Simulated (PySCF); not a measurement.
# C2H9GeNO: the cost of one run

Programs: PySCF 2.14.0, with density-fitted response routines of our own. Each step states its level of theory. These are calculated values for one molecule in the gas phase, unless marked as measured. Atoms count from 0, in the outputs and in this text.

**1. The molecule as given**

14 atoms, charge 0, multiplicity 1; geometry from: GFN2-xTB. The atoms were then displaced at random by about 0.01 Å, so the start is not that level's minimum.

Bonds of the start (Å): C0–O1 1.42, O1–Ge2 1.80, Ge2–C3 1.96, Ge2–N4 1.80, C0–H5 1.07, C0–H6 1.08, C0–H7 1.13, Ge2–H8 1.50, C3–H9 1.05, C3–H10 1.10, C3–H11 1.10, N4–H12 1.04, N4–H13 1.01.

**2. Relaxing the molecule at PBE0-D3(BJ)/def2-SVP**

Job settings and geometry (Å):

```
{"job": {"xc": "PBE0", "basis": "def2-SVP", "d3": "d3bj", "grid": 1, "shake": 0.01, "kind": "geom"}, "charge": 0, "multiplicity": 1}
C      2.195120     0.184170     0.541660
O      0.901370    -0.308360     0.860330
Ge    -0.470670    -0.575730    -0.280470
C     -1.067620     1.135360    -1.032770
N     -1.739770    -1.385900     0.701070
H      2.792280     0.126110     1.427960
H      2.651290    -0.353470    -0.275330
H      2.133550     1.267730     0.243230
H      0.011450    -1.569710    -1.292470
H     -0.370540     1.569530    -1.690260
H     -1.307820     1.838380    -0.219630
H     -2.013040     0.972480    -1.576850
H     -2.287620    -0.755880     1.313010
H     -1.435140    -2.159780     1.272770
```

The run is started by

```bash
$ OMP_NUM_THREADS=1 python probes_run.py task.json out
```

The driver reads the jobs from task.json and runs them one after another.

Q: Estimate the wall time and peak memory of this first job on 1 thread of Arm Neoverse V2, shared host.

About 63 s, with a peak of 0.52 GiB.
